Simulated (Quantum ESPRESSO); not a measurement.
Input of a Quantum ESPRESSO 7.5 run:

File pw.in:

```
&CONTROL
  calculation = 'scf'
  prefix = 'pwscf'
  outdir = './tmp'
  pseudo_dir = './pseudo'
  tprnfor = .true.
  tstress = .true.
  disk_io = 'nowf'
/
&SYSTEM
  ibrav = 0
  nat = 2
  ntyp = 2
  ecutwfc = 70
  nbnd = 15
  occupations = 'smearing'
  smearing = 'fd'
  degauss = 0.00367493
/
&ELECTRONS
  conv_thr = 4d-10
  electron_maxstep = 120
  mixing_beta = 0.5
/
ATOMIC_SPECIES
Nb    92.9064 Nb_ONCV_PBE-1.2.upf
Si    28.0850 Si_ONCV_PBE-1.2.upf
CELL_PARAMETERS angstrom
   3.1564400000    0.0000000000    0.0000000000
   0.0000000000    3.1564400000    0.0000000000
   0.0000000000    0.0000000000    3.1564400000
ATOMIC_POSITIONS crystal
Nb     0.0000000000    0.0000000000    0.0000000000
Si     0.5000000000    0.5000000000    0.5000000000
K_POINTS automatic
5 5 5 0 0 0
```

Potentials or basis: SG15 PBE 1.2.

The run is started by

```bash
$ OMP_NUM_THREADS=1 mpirun -n 2 pw.x -nk 2 -in pw.in > pw.out
```

Question: What does it give for the band gap on the k mesh?

Answer: None (metal or under the smearing width).

Question: What does it give for the pressure?

Answer: -0.8 GPa.

Caveat: the k mesh is coarse (spacing up to 0.40 Å⁻¹), so the values aren't converged.
